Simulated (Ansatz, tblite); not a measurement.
# C6H10F4O4S: one state, many levels

One table from this session's results is given with a row withheld; the runs are named, their logs left out.

The runs use Ansatz 0.2.0, Gaussian basis; as each input shows.

The runs, in order: GFN1-xTB, GFN2-xTB, PBE-D4/def2-TZVP, r2SCAN-D4/def2-TZVP, PBE-D4/def2-SVP, PBE0-D4/def2-SVP, HF/STO-3G, MP2/def2-SVP.

4 further runs of the same task are left out: 4 that didn't finish.

### The relaxed structure

The singlet was relaxed beforehand with PBE-D4/def2-SVP.

SMILES `COCCOS(=O)(=O)CC(F)(F)C(F)F`, 25 atoms, charge 0, spin multiplicity 1.

Bond lengths: C1–O2 1.422 Å, C1–H16 1.112 Å, C1–H17 1.115 Å, C1–H18 1.107 Å, O2–C3 1.415 Å, C3–C4 1.524 Å, C3–H19 1.119 Å, C3–H20 1.110 Å, C4–O5 1.442 Å, C4–H21 1.110 Å, C4–H22 1.110 Å, O5–S6 1.674 Å, S6–O7 1.463 Å, S6–O8 1.475 Å, S6–C9 1.821 Å, C9–C10 1.521 Å, C9–H23 1.105 Å, C9–H24 1.111 Å and more. Angles: O2–C1–H16 112.5°, O2–C1–H17 111.0°, O2–C1–H18 106.8°, H16–C1–H17 109.5°, H16–C1–H18 108.0°, H17–C1–H18 108.8°, C1–O2–C3 115.2°, O2–C3–C4 114.7°, O2–C3–H19 110.9°, O2–C3–H20 105.9°, C4–C3–H19 108.2°, C4–C3–H20 109.2°, H19–C3–H20 107.7°, C3–C4–O5 112.0°, C3–C4–H21 109.6°, C3–C4–H22 112.0°, O5–C4–H21 105.7°, O5–C4–H22 109.5° and more.

Coordinates:

```
C     2.1710    0.2689   -1.2997
O     1.9511    0.8101   -0.0036
C     2.4937    0.0554    1.0639
C     1.7433   -1.2338    1.3782
O     0.4027   -0.9783    1.8432
S    -0.8517   -1.0949    0.7413
O    -1.9877   -1.6045    1.5101
O    -0.3530   -1.7604   -0.4769
C    -1.0955    0.6809    0.4187
C    -1.8740    1.0265   -0.8413
F    -1.1912    0.6315   -1.9547
F    -1.9758    2.3961   -0.8851
C    -3.3120    0.4797   -0.9491
F    -3.9877    0.8017    0.1868
F    -3.2862   -0.8679   -1.0876
H     1.6138   -0.6794   -1.4647
H     3.2581    0.0991   -1.4834
H     1.7984    1.0163   -2.0261
H     3.5643   -0.2035    0.8667
H     2.4655    0.7201    1.9523
H     2.2521   -1.7668    2.2082
H     1.7088   -1.9173    0.5047
H    -1.6115    1.0803    1.3103
H    -0.0737    1.1039    0.3161
H    -3.8229    0.9364   -1.8281
```

PBE0-D4/def2-TZVP was run before; its log isn't repeated, and its numbers join the tables.

Set-up of the first run:

Tight binding, by tblite at 300 K electronic temperature and without a spin-polarisation term:

```python
tblite.interface.Calculator('GFN1-xTB', numbers, positions, charge=0, uhf=0).singlepoint()
```

Tight binding, by tblite at 300 K electronic temperature and without a spin-polarisation term:

```python
tblite.interface.Calculator('GFN2-xTB', numbers, positions, charge=0, uhf=0).singlepoint()
```

start.molden holds the orbitals of an earlier run on this state, given as this run's starting guess.

File in.yaml:

```yaml
crystal:
  periodic: [false, false, false]
  atoms:
    - {symbol: C, position_ang: [2.171049, 0.268904, -1.299748]}
    - {symbol: O, position_ang: [1.951135, 0.810073, -0.003620]}
    - {symbol: C, position_ang: [2.493671, 0.055362, 1.063894]}
    - {symbol: C, position_ang: [1.743301, -1.233798, 1.378181]}
    - {symbol: O, position_ang: [0.402704, -0.978261, 1.843158]}
    - {symbol: S, position_ang: [-0.851655, -1.094928, 0.741340]}
    - {symbol: O, position_ang: [-1.987738, -1.604529, 1.510079]}
    - {symbol: O, position_ang: [-0.352963, -1.760424, -0.476944]}
    - {symbol: C, position_ang: [-1.095547, 0.680917, 0.418705]}
    - {symbol: C, position_ang: [-1.873996, 1.026480, -0.841339]}
    - {symbol: F, position_ang: [-1.191178, 0.631505, -1.954718]}
    - {symbol: F, position_ang: [-1.975773, 2.396133, -0.885143]}
    - {symbol: C, position_ang: [-3.312039, 0.479748, -0.949072]}
    - {symbol: F, position_ang: [-3.987680, 0.801686, 0.186780]}
    - {symbol: F, position_ang: [-3.286241, -0.867852, -1.087611]}
    - {symbol: H, position_ang: [1.613832, -0.679401, -1.464682]}
    - {symbol: H, position_ang: [3.258121, 0.099066, -1.483420]}
    - {symbol: H, position_ang: [1.798394, 1.016258, -2.026083]}
    - {symbol: H, position_ang: [3.564268, -0.203527, 0.866650]}
    - {symbol: H, position_ang: [2.465520, 0.720067, 1.952339]}
    - {symbol: H, position_ang: [2.252051, -1.766829, 2.208216]}
    - {symbol: H, position_ang: [1.708793, -1.917337, 0.504734]}
    - {symbol: H, position_ang: [-1.611469, 1.080315, 1.310267]}
    - {symbol: H, position_ang: [-0.073679, 1.103938, 0.316113]}
    - {symbol: H, position_ang: [-3.822870, 0.936423, -1.828065]}
basis:
  gaussian: {orbitals: def2-TZVP, initial_orbitals: start.molden}
hamiltonian: {xc: pbe, dispersion: d4}
scf: {omitted_lower_state_checks: [starts]}
output: {forces: true, orbitals: {seedname: orbitals}}
```

On the command line:

```sh
$ ansatz run in.yaml --threads 4 --pin off --events-out ev --progress --plain --max-ram 6963MiB
```

Steps of the session up to this table: PBE-D4/def2-TZVP; r2SCAN-D4/def2-TZVP; PBE-D4/def2-SVP; PBE0-D4/def2-SVP; HF/STO-3G; MP2/def2-SVP.

One of the session's tables, all rows but one given; the rest of the session is left out.

It belongs to the step «Binding energy». 

| level | binding an atom (eV) |
| --- | --- |
| HF/STO-3G | ? |
| HF/def2-SVP | 2.745 |
| PBE-D4/def2-SVP | 4.318 |
| PBE-D4/def2-TZVP | 4.290 |
| r2SCAN-D4/def2-TZVP | 4.150 |
| PBE0-D4/def2-SVP | 4.151 |
| PBE0-D4/def2-TZVP | 4.138 |
| MP2/def2-SVP | 3.955 |

**Question.** Estimate the row for HF/STO-3G.

The run gave: binding an atom (eV): 2.651. In the column «binding an atom (eV)» it is the lowest.

Caveats from the session: Free atoms were run apart at each level; binding is atoms less cluster, divided by the number of atoms, without zero-point or spin-orbit terms.
